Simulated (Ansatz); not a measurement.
This script makes cell relaxations under several functionals of ScRu3, space group Pm-3m with Ansatz 0.2.0 through its Python package.

Script `lattice_scru3.py`:
```python
import ansatz as az
import numpy as np

def edges_and_angles(cell):
    cell = np.asarray(cell)
    a, b, c = np.linalg.norm(cell, axis=1)
    cosines = cell[1] @ cell[2] / (b * c), cell[0] @ cell[2] / (a * c), cell[0] @ cell[1] / (a * b)
    return (a, b, c, *np.degrees(np.arccos(cosines)))


def main() -> None:
    xtal = (
        az.Lattice.of((3.93844, 0.0, 0.0), (0.0, 3.93844, 0.0), (0.0, 0.0, 3.93844))
        .atom("Sc", (0.0, 0.0, 0.0))
        .atom("Ru", (0.0, 0.5, 0.5))
        .atom("Ru", (0.5, 0.0, 0.5))
        .atom("Ru", (0.5, 0.5, 0.0))
    )

    setup = (
        xtal.calculation()
        .basis(450)
        .kpoints(6)
        .scf(tolerance=1e-09)
        .occupations("Fermi-Dirac")
        .relax(cell=True, force_tolerance=0.03, max_steps=60)
    )

    levels = [("r2scan", "rvv10"), ("pbe", "d4"), ("pbe", "d3bj"), ("revpbe", "d3bj")]
    print("level            a       b       c    alpha   beta  gamma  V/atom  steps")
    for name, dispersion in levels:
        seen = []
        run = setup.functional(name, dispersion=dispersion).session().plan()
        done = run.execute(on_event=lambda e: seen.append(e) if e["event"] == "relax_step" else None)
        cell = done.lattice.cell_ang
        label = name if dispersion == "none" else f"{name}+{dispersion}"
        print("{:13s} {:7.4f} {:7.4f} {:7.4f} {:6.2f} {:6.2f} {:6.2f}".format(label, *edges_and_angles(cell)), f"{abs(np.linalg.det(cell)) / len(done.lattice.sites):7.3f} {len(seen):5d}")


if __name__ == "__main__":
    main()
```

Rank the levels of theory by the volume of the relaxed cell.

From smallest to largest: revPBE+D3BJ (14.47 Å³ an atom, -5.3 % against the start), PBE+D3BJ (14.67 Å³ an atom, -3.9 % against the start), r2SCAN+RVV10 (14.70 Å³ an atom, -3.8 % against the start) and PBE+D4 (14.79 Å³ an atom, -3.1 % against the start). The spread is 2.3 % in volume.

The run itself:

```console
$ python lattice_scru3.py
level            a       b       c    alpha   beta  gamma  V/atom  steps
DeckWarning: basis.ecutwfc = 450 eV is below the records' recommended 500 eV, and the density's cutoff is lower with it unless basis.ecutrho_ratio is high enough to keep the records' density cutoff: compare with a run at a higher cutoff
DeckWarning: relax.cell: scf.convergence.dr2_threshold = 1e-9 eV is looser than the 4e-10 eV advised for a relaxation that steers and ends on the stress (1e-10 eV for each atom of the cell: 4). What an SCF threshold leaves in a stress goes as its square root, [...]
r2scan+rvv10   3.8885  3.8885  3.8885  90.00  90.00  90.00  14.699     5
pbe+d4         3.8967  3.8967  3.8967  90.00  90.00  90.00  14.792     5
pbe+d3bj       3.8861  3.8861  3.8861  90.00  90.00  90.00  14.672     6
revpbe+d3bj    3.8679  3.8679  3.8679  90.00  90.00  90.00  14.467     6
```
(Warnings from the package without file and line, shortened.)

Caveats:
- The cutoff lies under the one recommended for these potentials in some of the runs.
- Forces vanish by symmetry, so the ions can't move, and the end may be a saddle.
- Dispersion corrections can be off by several per cent in the lattices of metals, and by several GPa in the pressure at a fixed cell.
- For a metal this k-point mesh is coarse: on a finer one energies can move by several to tens of meV an atom and pressures by half a GPa or more, differences at one mesh by less.
- The structure comes from a database of computed cells and needn't be a stable or known phase.
- Run time: 70 s on 1 thread of Arm Neoverse V2 (shared host), peak memory 0.59 GiB.
